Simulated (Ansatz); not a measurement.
# Co2HgSe2 (element-swapped structure): how the settings move a relaxation

How sensitive is a relaxation of Co2HgSe2 (element-swapped structure) to its settings? A reference run comes first, then four runs with altered input.

Program: Ansatz 0.2.0. Level of theory: reference: DFT PBE, plane waves, PAW, scalar-relativistic, no spin polarisation. These are calculated values, not measurements.

## 1. The starting structure

The structure is tetragonal, space group I4/mmm (No. 139). The conventional cell has a = 3.744 Å, b = 3.744 Å, c = 13.134 Å, α = 90.00°, β = 90.00°, γ = 90.00°. Around Hg (site symmetry 4/mmm) lie 8 Se at 3.27 Å and 4 Hg at 3.74 Å. Se (site symmetry 4mm) is surrounded by 4 Co at 2.32 Å and 4 Hg at 3.27 Å. Co (site symmetry -4m2) has 4 Se at 2.32 Å and 4 Co at 2.65 Å as nearest neighbours.

As a file:

```xyz
5
Lattice="0.0000 3.7441 0.0000 3.7441 0.0000 0.0000 1.8720 1.8720 -6.5668" Properties=species:S:1:pos:R:3 pbc="T T T"
Hg    0.0000    0.0000    0.0000
Se    1.8720    1.8720   -1.9215
Se    3.7441    3.7441   -4.6454
Co    1.8720    3.7441   -3.2834
Co    3.7441    1.8720   -3.2834
```

## 2. The reference run

Contents of input.yaml:

```yaml
crystal:
  lattice:
    - [0.0, 3.744053, 0.0]
    - [3.744053, 0.0, 0.0]
    - [1.872026, 1.872026, -6.566848]
  atoms:
    - { symbol: Hg, position: [0.0, 0.0, 0.0] }
    - { symbol: Se, position: [0.3537, 0.3537, 0.2926] }
    - { symbol: Se, position: [0.6463, 0.6463, 0.7074] }
    - { symbol: Co, position: [0.75, 0.25, 0.5] }
    - { symbol: Co, position: [0.25, 0.75, 0.5] }
  symmetry: { tolerance: 0.0003 }
kpoints:
  mp_grid: { grid: [5, 5, 5], shift: [0, 0, 0] }
magnetization:
  spin_polarized: false
scf:
  occupations: { method: fermi_dirac, width: 0.0167 }
hamiltonian:
  pseudopotentials: { kind: paw }
  xc: pbe
basis:
  ecutwfc: 420
output:
  forces: true
  stress: true
  eigenvalues: true
relax:
  max_steps: 40
  cell: {}
```

Started as:

```sh
ansatz run input.yaml --threads 1 --pin off --max-ram 2560MiB --backend cpu --events-out ev --progress --plain --runs-dir out
```

## 3. Changing settings: ecutwfc 550 eV

input.yaml: that of step 2 with these lines changed.

```diff
@@ -22,3 +22,3 @@
 basis:
-  ecutwfc: 420
+  ecutwfc: "550 eV"
 output:
@@ -27,2 +27,6 @@
   eigenvalues: true
+  write_density: true
+  write_potential: true
+  elf: true
+  volumetric_format: npy
 relax:
```

## 4. Changed: occupations.width 0.005, hubbard.sites [{species: Co, l: d, u_eff: 1.0}], hubbard.double_counting fll

input.yaml: that of step 2 with these lines changed.

```diff
@@ -17,3 +17,3 @@
 scf:
-  occupations: { method: fermi_dirac, width: 0.0167 }
+  occupations: { method: fermi_dirac, width: 0.005 }
 hamiltonian:
@@ -21,2 +21,3 @@
   xc: pbe
+  hubbard: { sites: [{ species: Co, l: d, u_eff: 1.0 }], double_counting: fll }
 basis:
```

## 5. Changing settings: mp_grid.grid [2, 2, 2], occupations.method cold, occupations.width 0.1, dr2_threshold 1.0e-08

input.yaml: that of step 2 with these lines changed.

```diff
@@ -13,3 +13,3 @@
 kpoints:
-  mp_grid: { grid: [5, 5, 5], shift: [0, 0, 0] }
+  mp_grid: { grid: [2, 2, 2], shift: [0, 0, 0] }
 magnetization:
@@ -17,3 +17,4 @@
 scf:
-  occupations: { method: fermi_dirac, width: 0.0167 }
+  occupations: { method: cold, width: 0.1 }
+  convergence: { dr2_threshold: 1.0e-08 }
 hamiltonian:
```

## 6. A further run, with the input changed

input.yaml: that of step 2 with these lines changed.

```diff
@@ -13,3 +13,3 @@
 kpoints:
-  mp_grid: { grid: [5, 5, 5], shift: [0, 0, 0] }
+  mp_grid: { grid: [5, 4, 6], shift: [0, 0, 0] }
 magnetization:
@@ -18,2 +18,3 @@
   occupations: { method: fermi_dirac, width: 0.0167 }
+  max_iter: 60
 hamiltonian:
```

(Steps that only read results are left out.)

**Question.** What will these runs give? Wanted: for each run, ending; energy change; pressure; gap; force.

The runs gave:

```
                                                                                                     run     ending                                                energy change  pressure (GPa)  gap (eV)  force (eV/Å)  cycles     time
                                                                                               reference  converged                                                            0             0.0      0.00          0.00     161  1.9 min
                                                                                       1: ecutwfc 550 eV  converged                                                -1.8 meV/atom             0.0      0.00          0.00     113  2.4 min
2: occupations.width 0.005, hubbard.sites [{species: Co, l: d, u_eff: 1.0}], hubbard.double_counting fll  converged  +320.2 meV/atom (σ→0) (U changed: no physical gain or loss)             0.0      0.00          0.01     234  2.5 min
        3: mp_grid.grid [2, 2, 2], occupations.method cold, occupations.width 0.1, dr2_threshold 1.0e-08  converged                                          +7.7 meV/atom (σ→0)             0.0      0.00          0.00      79     17 s
                                                                               4: mp_grid.grid [5, 4, 6]  converged                                                +5.3 meV/atom             0.0      0.00          0.00     198  6.8 min
```

Times don't compare one to one where runs were asked for different outputs or read a saved state (see the inputs); cycles may leave out searches for a lower state.

What this shows: A changed U is a change of model: its shifts are not errors of convergence. The reference leaves spin out although Co can carry a moment, so its state need not be the lowest.

Caveats on the reference run: its mesh is coarse for a cell with so small a gap or none.
